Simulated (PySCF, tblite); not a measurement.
# C5H10Ge: dynamics, then NMR shifts on frames, part 2 of 2

tblite 0.8.0 and PySCF 2.14.0. Atoms count from 0.

## Step 5: Shielding tensors: 625 fs, PBE0/pcSseg-1

The job: settings as JSON, then the geometry in Å.

```
{"job": {"kind": "nmr", "xc": "PBE0", "basis": "pcSseg-1", "pop": false}, "charge": 0, "multiplicity": 1}
C      1.866400     0.001600     0.695800
Ge     0.223600    -0.522700    -0.177700
C     -1.368800     0.731400    -0.078200
C     -2.425600    -0.123900     0.574400
C     -2.240600    -1.399800     0.848100
C     -0.815000    -1.979900     0.697400
H      2.712000     0.165700     0.076900
H      1.850000     0.973900     1.226500
H      2.155400    -0.671400     1.489400
H      0.529200    -0.572700    -1.628700
H     -1.747400     1.076300    -1.063400
H     -1.193900     1.693300     0.454300
H     -3.366200     0.367000     0.766500
H     -2.960900    -2.102700     1.288900
H     -0.322700    -2.016200     1.680900
H     -0.809400    -2.984100     0.335200
```

With the program's defaults for keys left out, this is: GIAO PBE0/pcSseg-1 NMR shielding, non-relativistic, gas phase.

The log of the run:

```text
coarse grid: 58040 points
cycle   1  E = -2272.6818912351  dE = -1.510e-01  |g| = 9.466e-01  |ddm| = 3.642e+00
cycle   2  E = -2272.6453908155  dE =  3.650e-02  |g| = 9.963e-01  |ddm| = 1.081e+00
cycle   3  E = -2272.7738384709  dE = -1.284e-01  |g| = 8.481e-02  |ddm| = 6.725e-01
cycle   4  E = -2272.7749239901  dE = -1.086e-03  |g| = 3.546e-02  |ddm| = 9.306e-02
cycle   5  E = -2272.7752386529  dE = -3.147e-04  |g| = 8.138e-03  |ddm| = 3.460e-02
cycle   6  E = -2272.7752542217  dE = -1.557e-05  |g| = 3.034e-03  |ddm| = 9.606e-03
cycle   7  E = -2272.7752565288  dE = -2.307e-06  |g| = 6.781e-04  |ddm| = 2.898e-03
final grid: 122800 points
cycle   8  E = -2272.7752985064  dE =  5.578e-08  |g| = 8.828e-04  |ddm| = 1.921e-03
cycle   9  E = -2272.7752982246  dE =  2.818e-07  |g| = 1.366e-03  |ddm| = 1.905e-03
cycle  10  E = -2272.7752987054  dE = -4.809e-07  |g| = 1.487e-04  |ddm| = 1.180e-03
cycle  11  E = -2272.7752987113  dE = -5.898e-09  |g| = 2.311e-05  |ddm| = 1.455e-04
cycle  12  E = -2272.7752987115  dE = -1.232e-10  |g| = 2.833e-06  |ddm| = 2.209e-05
converged SCF energy = -2272.7752987115

GIAO shielding tensors (ppm)
atom      isotropic    diamagn.    paramagn.     s11        s22        s33       span
  0 C      195.640     250.346     -54.705    188.426    189.953    208.542     20.116
  1 Ge    1409.191    2754.033   -1344.842   1284.918   1410.650   1532.006    247.088
  2 C      157.963     249.836     -91.874    144.373    147.503    182.012     37.639
  3 C       49.911     252.550    -202.639    -54.358     56.129    147.963    202.320
  4 C       52.018     254.977    -202.959    -47.087     66.013    137.130    184.217
  5 C      161.951     253.753     -91.803    139.925    157.082    188.845     48.920
  6 H       32.005      30.546       1.459     26.313     28.240     41.463     15.151
  7 H       30.954      30.576       0.378     25.180     28.306     39.377     14.196
  8 H       31.874      29.962       1.912     25.741     29.364     40.518     14.777
  9 H       27.391      30.151      -2.760     20.166     22.120     39.887     19.721
 10 H       29.284      30.400      -1.115     24.555     26.627     36.671     12.115
 11 H       29.354      30.823      -1.470     24.742     27.503     35.817     11.075
 12 H       25.646      28.613      -2.966     22.768     26.757     27.413      4.645
 13 H       25.215      28.457      -3.241     22.416     25.927     27.304      4.888
 14 H       29.991      31.442      -1.451     24.595     28.510     36.867     12.272
 15 H       29.972      31.096      -1.124     24.908     27.895     37.115     12.208
```

Wall time 21 s (1 thread of Arm Neoverse V2, shared host); peak memory 0.88 GiB.

Key values: δ C3 137.0, C4 134.9, C2 29.0, C5 25.0, H13 6.50, H12 6.07 ppm.

## Step 6: NMR shieldings: 800 fs, PBE0/pcSseg-1

The job: settings as JSON, then the geometry in Å.

```
{"job": {"kind": "nmr", "xc": "PBE0", "basis": "pcSseg-1", "pop": false}, "charge": 0, "multiplicity": 1}
C      2.197000    -0.088700     0.835500
Ge     0.379700    -0.404600     0.228000
C     -1.168200     0.919600     0.545000
C     -2.396500     0.023300     0.656400
C     -2.224300    -1.272900     0.974400
C     -0.790500    -1.822200     0.986200
H      2.740800     0.741400     0.337600
H      2.263000    -0.030800     1.883300
H      2.780200    -0.956100     0.497300
H      0.388600    -0.515800    -1.307400
H     -1.259900     1.634600    -0.213800
H     -1.048500     1.407500     1.496400
H     -3.396600     0.411500     0.442500
H     -3.047800    -1.931300     1.220700
H     -0.484200    -1.879200     2.035000
H     -0.725500    -2.817200     0.528900
```

Method: GIAO PBE0/pcSseg-1 NMR shielding, non-relativistic, gas phase.

The log of the run:

```text
coarse grid: 58040 points
cycle   1  E = -2272.6811743501  dE = -2.080e-01  |g| = 9.472e-01  |ddm| = 3.628e+00
cycle   2  E = -2272.6390496265  dE =  4.212e-02  |g| = 1.011e+00  |ddm| = 1.127e+00
cycle   3  E = -2272.7738068303  dE = -1.348e-01  |g| = 9.161e-02  |ddm| = 7.173e-01
cycle   4  E = -2272.7751672958  dE = -1.360e-03  |g| = 3.737e-02  |ddm| = 1.042e-01
cycle   5  E = -2272.7755213077  dE = -3.540e-04  |g| = 8.492e-03  |ddm| = 3.653e-02
cycle   6  E = -2272.7755374877  dE = -1.618e-05  |g| = 3.563e-03  |ddm| = 1.035e-02
cycle   7  E = -2272.7755406679  dE = -3.180e-06  |g| = 8.052e-04  |ddm| = 3.404e-03
final grid: 122800 points
cycle   8  E = -2272.7755690081  dE =  1.431e-07  |g| = 1.144e-03  |ddm| = 2.274e-03
cycle   9  E = -2272.7755683965  dE =  6.116e-07  |g| = 1.919e-03  |ddm| = 2.605e-03
cycle  10  E = -2272.7755693415  dE = -9.450e-07  |g| = 1.931e-04  |ddm| = 1.659e-03
cycle  11  E = -2272.7755693515  dE = -9.964e-09  |g| = 3.093e-05  |ddm| = 1.942e-04
cycle  12  E = -2272.7755693517  dE = -1.774e-10  |g| = 3.125e-06  |ddm| = 2.641e-05
converged SCF energy = -2272.7755693517

GIAO shielding tensors (ppm)
atom      isotropic    diamagn.    paramagn.     s11        s22        s33       span
  0 C      192.658     251.055     -58.397    183.819    194.116    200.040     16.221
  1 Ge    1357.983    2756.178   -1398.195   1175.839   1430.360   1467.750    291.911
  2 C      164.075     249.906     -85.832    139.329    165.129    187.767     48.438
  3 C       41.001     255.297    -214.296    -74.380     56.259    141.124    215.504
  4 C       45.194     255.757    -210.563    -70.066     65.923    139.725    209.791
  5 C      165.326     251.984     -86.658    145.336    161.795    188.848     43.512
  6 H       30.412      29.569       0.843     25.261     27.047     38.929     13.668
  7 H       31.960      30.489       1.471     26.154     29.096     40.630     14.477
  8 H       30.939      29.218       1.721     25.305     28.248     39.263     13.959
  9 H       27.043      30.369      -3.326     20.790     22.271     38.068     17.277
 10 H       30.838      32.756      -1.918     25.554     28.885     38.075     12.521
 11 H       30.289      31.367      -1.078     25.374     28.059     37.436     12.062
 12 H       24.975      29.015      -4.040     22.795     25.080     27.048      4.253
 13 H       25.322      29.454      -4.131     23.073     25.747     27.148      4.076
 14 H       29.723      30.432      -0.709     24.713     28.150     36.305     11.592
 15 H       29.746      30.439      -0.693     24.149     27.602     37.486     13.337
```

It took 21 s on 1 thread of Arm Neoverse V2, shared host; peak memory 0.89 GiB.

This run: δ C3 145.9, C4 141.7, C2 22.9, C5 21.6, H12 6.74, H13 6.39 ppm.

## Step 7: Nuclear shieldings: 1000 fs, PBE0/pcSseg-1

The job: settings as JSON, then the geometry in Å.

```
{"job": {"kind": "nmr", "xc": "PBE0", "basis": "pcSseg-1", "pop": false}, "charge": 0, "multiplicity": 1}
C      1.826600     0.111300     1.566500
Ge     0.368000    -0.196100     0.315500
C     -1.120600     1.157700     0.444400
C     -2.349500     0.291300     0.622600
C     -2.292100    -1.005000     0.752200
C     -0.895000    -1.645700     0.699000
H      2.719300     0.302700     1.035800
H      1.579200     0.870900     2.329600
H      2.015500    -0.808200     2.143700
H      0.844500    -0.399200    -1.085200
H     -1.304200     1.807600    -0.367700
H     -0.964000     1.794100     1.354700
H     -3.409900     0.726600     0.648000
H     -3.125300    -1.750700     0.961000
H     -0.771100    -2.203300     1.698800
H     -0.897700    -2.369200    -0.130700
```

Method: GIAO PBE0/pcSseg-1 NMR shielding, non-relativistic, gas phase.

The log of the run:

```text
coarse grid: 58040 points
cycle   1  E = -2272.6802408532  dE = -1.795e-01  |g| = 9.477e-01  |ddm| = 3.624e+00
cycle   2  E = -2272.6397598663  dE =  4.048e-02  |g| = 1.002e+00  |ddm| = 1.095e+00
cycle   3  E = -2272.7736168505  dE = -1.339e-01  |g| = 8.532e-02  |ddm| = 6.869e-01
cycle   4  E = -2272.7748821794  dE = -1.265e-03  |g| = 3.139e-02  |ddm| = 9.394e-02
cycle   5  E = -2272.7751238012  dE = -2.416e-04  |g| = 7.540e-03  |ddm| = 3.102e-02
cycle   6  E = -2272.7751370170  dE = -1.322e-05  |g| = 2.666e-03  |ddm| = 8.748e-03
cycle   7  E = -2272.7751386959  dE = -1.679e-06  |g| = 8.105e-04  |ddm| = 2.781e-03
final grid: 122800 points
cycle   8  E = -2272.7751342541  dE =  9.171e-08  |g| = 1.188e-03  |ddm| = 2.775e-03
cycle   9  E = -2272.7751336000  dE =  6.541e-07  |g| = 1.984e-03  |ddm| = 2.685e-03
cycle  10  E = -2272.7751346178  dE = -1.018e-06  |g| = 1.475e-04  |ddm| = 1.709e-03
cycle  11  E = -2272.7751346235  dE = -5.709e-09  |g| = 2.279e-05  |ddm| = 1.473e-04
cycle  12  E = -2272.7751346236  dE = -1.151e-10  |g| = 3.627e-06  |ddm| = 2.294e-05
converged SCF energy = -2272.7751346236

GIAO shielding tensors (ppm)
atom      isotropic    diamagn.    paramagn.     s11        s22        s33       span
  0 C      192.689     251.310     -58.620    183.967    192.405    201.696     17.729
  1 Ge    1402.650    2755.220   -1352.570   1302.055   1433.735   1472.159    170.104
  2 C      160.293     249.484     -89.191    138.890    160.284    181.706     42.816
  3 C       51.494     252.870    -201.376    -53.327     73.655    134.155    187.482
  4 C       45.312     259.042    -213.730    -55.946     64.456    127.424    183.370
  5 C      155.644     252.207     -96.562    135.202    152.883    178.847     43.645
  6 H       31.816      30.537       1.279     25.952     28.578     40.919     14.967
  7 H       30.838      29.436       1.402     25.122     28.591     38.801     13.678
  8 H       30.929      29.289       1.640     25.017     28.751     39.019     14.003
  9 H       27.497      30.464      -2.966     20.618     21.928     39.945     19.327
 10 H       30.096      31.664      -1.568     25.134     27.821     37.334     12.200
 11 H       29.380      29.932      -0.552     24.300     27.499     36.341     12.041
 12 H       24.938      26.661      -1.723     21.622     24.713     28.480      6.858
 13 H       24.524      28.552      -4.029     21.699     25.064     26.807      5.108
 14 H       28.741      29.560      -0.820     23.765     27.156     35.301     11.537
 15 H       29.437      31.188      -1.752     24.264     27.439     36.607     12.344
```

It took 21 s on 1 thread of Arm Neoverse V2, shared host; peak memory 0.87 GiB.

This run: δ C4 141.6, C3 135.4, C5 31.3, C2 26.6, H13 7.19, H12 6.78 ppm.

## Step 8: Side by side: NMR shifts

Shifts (ppm) of some atoms, chosen among heavy atoms and hydrogens apart, with basis size and wall time:

```tsv
frame	C3	C5	C2	C0	H10	H7	Ge1	functions	time
250 fs	138.2	24.1	24.0	2.0	3.08	2.04	-63	176	24 s
425 fs	133.3	27.7	18.5	-3.7	1.00	-0.02	-54	176	21 s
625 fs	137.0	25.0	29.0	-8.7	2.43	0.76	-78	176	21 s
800 fs	145.9	21.6	22.9	-5.7	0.88	-0.24	-27	176	21 s
1000 fs	135.4	31.3	26.6	-5.8	1.62	0.88	-72	176	21 s
```

## Step 9: Outcome

This closing draws on all 2 parts.

| quantity | value |
| --- | --- |
| thermostat | 200 K |
| mean temperature, second half | 203 K |
| mean potential energy above the minimum | 0.45 eV |
| 13C shifts against TMS (PBE0/pcSseg-1, 250 fs) | 138.2, 136.4, 24.1, 24.0, 2.0 ppm |
| 1H shifts against TMS (PBE0/pcSseg-1, 250 fs) | 6.49, 5.41, 4.61, 3.08, 2.60, 2.43, 2.04, 1.54, 1.05, 0.42 ppm |
| 73Ge shifts against GeMe4 (PBE0/pcSseg-1, 250 fs) | -63 ppm |
| range of the shift of Ge1 | -78 to -27 ppm |

**Reading.** In the second half the potential energy averages 0.45 eV above the minimum; equipartition over 42 harmonic modes at 200 K would give 0.36 eV. With 16 atoms the temperature swings widely (93 to 291 K). Shifts at one fixed geometry are not the observed spectrum, which averages over the motion. Across the 5 runs the shift of Ge1 moves most, between -78 (625 fs) and -27 ppm (800 fs). Spin-orbit coupling is left out, which matters for shieldings and couplings at and beside the heavy atoms.
